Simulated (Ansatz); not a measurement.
# CH₇GaSn: one species, many methods

One table from this session's results is given with a row withheld; the runs are named, their logs left out.

Computed with Ansatz 0.2.0, Gaussian basis. Level: functionals in def2-TZVPP, the program's frozen cores in correlated methods.

Plan: LDA (SPW92), PBE-D4, revPBE-D4, BLYP-D4, r2SCAN-D4, B97M-V, PBE0-D4, B3LYP-D4, r2SCANh-D4, r2SCAN0-D4, HSE06-D4, BHLYP-D4, CAM-B3LYP-D4, LC-ωPBE, ωB97X-V, ωB97M-V, B2PLYP, PBE-QIDH; CCSD(T)/def2-SVP; CCSD(T)/def2-TZVPP; MP2/def2-QZVPP; extrapolation to the limit; RPA on PBE.

## The relaxed structure

The geometry comes from an earlier relaxation with PBE0-D4 in a triple-zeta def2 set; it is a stationary point, not always the lowest conformer. Sn takes the def2 core potential; no spin-orbit term is included.

SMILES `[CH3][SnH2][GaH2]`, 10 atoms, charge 0, spin multiplicity 1.

Atoms are counted from 1 here; the program's logs count them from 0.

Bond lengths: C1–Sn2 2.149 Å, C1–H4 1.090 Å, C1–H5 1.090 Å, C1–H6 1.090 Å, Sn2–Ga3 2.622 Å, Sn2–H7 1.717 Å, Sn2–H8 1.717 Å, Ga3–H9 1.576 Å, Ga3–H10 1.574 Å. Angles: Sn2–C1–H4 109.9°, Sn2–C1–H5 110.0°, Sn2–C1–H6 110.0°, H4–C1–H5 109.1°, H4–C1–H6 109.1°, H5–C1–H6 108.9°, C1–Sn2–Ga3 113.9°, C1–Sn2–H7 107.9°, C1–Sn2–H8 108.0°, Ga3–Sn2–H7 110.2°, Ga3–Sn2–H8 110.6°, H7–Sn2–H8 106.0°, Sn2–Ga3–H9 121.1°, Sn2–Ga3–H10 120.9°, H9–Ga3–H10 118.0°.

Set-up of the first run:

in.yaml

```yaml
crystal:
  periodic: [false, false, false]
  atoms:
    - {symbol: C, position_ang: [-1.630337, 0.570088, -0.523906]}
    - {symbol: Sn, position_ang: [0.239589, -0.482321, -0.646758]}
    - {symbol: Ga, position_ang: [1.786896, -0.142585, 1.442108]}
    - {symbol: H, position_ang: [-2.223335, 0.378238, -1.418308]}
    - {symbol: H, position_ang: [-2.188026, 0.236891, 0.351469]}
    - {symbol: H, position_ang: [-1.449635, 1.641829, -0.439898]}
    - {symbol: H, position_ang: [-0.106940, -2.150302, -0.863698]}
    - {symbol: H, position_ang: [1.039775, 0.025529, -2.078605]}
    - {symbol: H, position_ang: [1.310745, 0.711516, 2.677708]}
    - {symbol: H, position_ang: [3.221270, -0.788882, 1.499897]}
basis:
  gaussian: {orbitals: def2-TZVPP}
hamiltonian: {xc: lda}
output: {orbitals: {seedname: orbitals}}
```

Steps of the session up to this table: LDA; PBE-D4 (GGA); revPBE-D4 (GGA); BLYP-D4 (GGA); r2SCAN-D4 (meta-GGA); B97M-V (meta-GGA); PBE0-D4 (hybrid); B3LYP-D4 (hybrid); r2SCANh-D4 (hybrid); r2SCAN0-D4 (hybrid); HSE06-D4 (hybrid); BHLYP-D4 (hybrid); CAM-B3LYP-D4 (range-separated); LC-ωPBE (range-separated); ωB97X-V (range-separated); ωB97M-V (range-separated); B2PLYP (double hybrid); PBE-QIDH (double hybrid).

One of the session's tables, all rows but one given; the rest of the session is left out.

It belongs to the step «Orbital energies across the functionals». 

```
  functional  HOMO (eV)  LUMO (eV)  gap (eV)
 LDA (SPW92)      -6.28      -3.15      3.13
      PBE-D4      -6.16      -2.91      3.25
   revPBE-D4      -6.11      -2.80      3.31
     BLYP-D4      -6.02      -2.85      3.17
   r2SCAN-D4      -6.40      -2.70      3.71
      B97M-V          ?          ?         ?
     PBE0-D4      -7.16      -2.14      5.02
    B3LYP-D4      -6.97      -2.40      4.58
  r2SCANh-D4      -6.77      -2.42      4.34
  r2SCAN0-D4      -7.32      -2.02      5.29
    HSE06-D4      -6.77      -2.50      4.27
    BHLYP-D4      -8.05      -1.40      6.65
CAM-B3LYP-D4      -8.36      -1.24      7.12
     LC-ωPBE      -9.62      -0.08      9.54
     ωB97X-V      -9.31      -0.24      9.07
     ωB97M-V      -9.14      -0.45      8.69
```

Estimate the missing values for B97M-V.

As computed: HOMO (eV): -6.47; LUMO (eV): -2.92; gap (eV): 3.55. In the column «HOMO (eV)» it lies between HSE06-D4 (-6.77) and r2SCAN-D4 (-6.40).
